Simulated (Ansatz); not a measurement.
# GaGe3 in Ansatz: the effect of target pressure

The system is GaGe3.

```
Ge Ga
1.0
     0.00000    3.38717    3.38717
     3.38717    0.00000    3.38717
     3.38717    3.38717    0.00000
Ge Ga
3 1
Direct
  0.50000 0.50000 0.50000
  0.75000 0.75000 0.75000
  0.25000 0.25000 0.25000
  0.00000 0.00000 0.00000
```

The cell comes from a database or a generator and needn't be the stable form of this composition.

Alike in all runs:

* Program: Ansatz 0.2.0
* Task: relaxation of cell and atoms
* Functional: PBEsol
* Potentials or basis: Ansatz PAW
* Cutoff: 420 eV (not typed: the program's choice for these potentials)
* k mesh: 7 × 7 × 7
* Occupations: fermi-dirac, width 0.05 eV
* Spin: no spin polarisation

Each run relaxes the cell or the atoms first.

```tsv
target pressure	relaxed volume (Å³/atom)
0 GPa	18.28
2 GPa	17.83
5 GPa	17.24
10 GPa	16.43
20 GPa	?
30 GPa	14.38
```

**Question.** What does the run with target pressure 20 GPa give?

**Answer.** Relaxed volume 15.25 Å³/atom.

Worked out: In Murnaghan's law V^(-B') rises as a straight line in P. The other rows fit best with B' = 3.9, V0 = 18.28 Å³/atom and B0 = 75 GPa, which gives 15.24 Å³/atom at 20 GPa, against the run's 15.25.

Caveats: the plane-wave basis is chosen anew once the cell has moved, so the energies of steps on either side of that aren't comparable; the PAW data sets come from PBE, with cores solved anew for the run's functional, which leaves a small shift of forces and pressure; the volume moved by over 15 % at a fixed basis, so the end points are rough (some runs).
